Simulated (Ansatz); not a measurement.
# Ni: the cost of one run

Computed with Ansatz 0.2.0 (DFT r2SCAN, PAW, plane waves, scalar-relativistic, unless a step's input says otherwise).

The COD cell was measured well above room temperature, so it is larger than a cold one.

## 1. Starting point

The structure is cubic, space group Fm-3m (No. 225). The conventional cell has a = 3.581 Å, b = 3.581 Å, c = 3.581 Å, α = 90.00°, β = 90.00°, γ = 90.00°. Ni (site symmetry m-3m) is surrounded by 12 Ni at 2.53 Å.

Coordinates:

```cif
data_structure
_symmetry_space_group_name_H-M 'Fm-3m'
_symmetry_Int_Tables_number 225
_cell_length_a 3.5810
_cell_length_b 3.5810
_cell_length_c 3.5810
_cell_angle_alpha 90.000
_cell_angle_beta 90.000
_cell_angle_gamma 90.000
_cell_volume 45.92
loop_
_atom_site_label
_atom_site_type_symbol
_atom_site_symmetry_multiplicity
_atom_site_Wyckoff_symbol
_atom_site_fract_x
_atom_site_fract_y
_atom_site_fract_z
_atom_site_occupancy
Ni1 Ni 4 a 0.00000 0.00000 0.00000 1
```

Atoms are counted from 1 in the order of input.yaml (Ni2 and so on).

First come: parallel moments, plain SCF; opposed moments +-, plain SCF; no spin polarisation; spin on, no moments given (the program may seed its own), plain SCF. What is tried next depends on their ends.

“Plain SCF” means no search for lower states. Ends within 0.2 meV/atom and 0.1 μB count as one state.

The total moment includes the space between the atomic spheres.

## 2. Parallel moments, plain SCF

Input file input.yaml:

```yaml
crystal:
  lattice:
    - [0.0, 1.7905, 1.7905]
    - [1.7905, 0.0, 1.7905]
    - [3.581, 3.581, 0.0]
  atoms:
    - { symbol: Ni, position: [0.0, 0.0, 0.0], spin: 2.0 }
    - { symbol: Ni, position: [0.0, 0.0, 0.5], spin: 2.0 }
magnetization:
  spin_polarized: true
hamiltonian:
  xc: r2scan
  pseudopotentials: { kind: paw }
basis:
  ecutwfc: 500
kpoints:
  mp_grid: { grid: [13, 13, 7] }
scf:
  occupations: { method: fermi_dirac, width: 0.05 }
  lower_state_search: "off"
output:
  forces: true
  stress: true
  write_density: true
  write_potential: true
  elf: true
  volumetric_format: npy
```

The run is started by

```bash
> ansatz run input.yaml --threads 2 --pin off --max-ram 5120MiB --backend cpu --events-out ev --progress --plain --runs-dir out
```

**Question.** How long does this run take on 2 threads of Arm Neoverse V1, shared host, and how much memory does it need?

About 42 s, with a peak of 0.64 GiB.
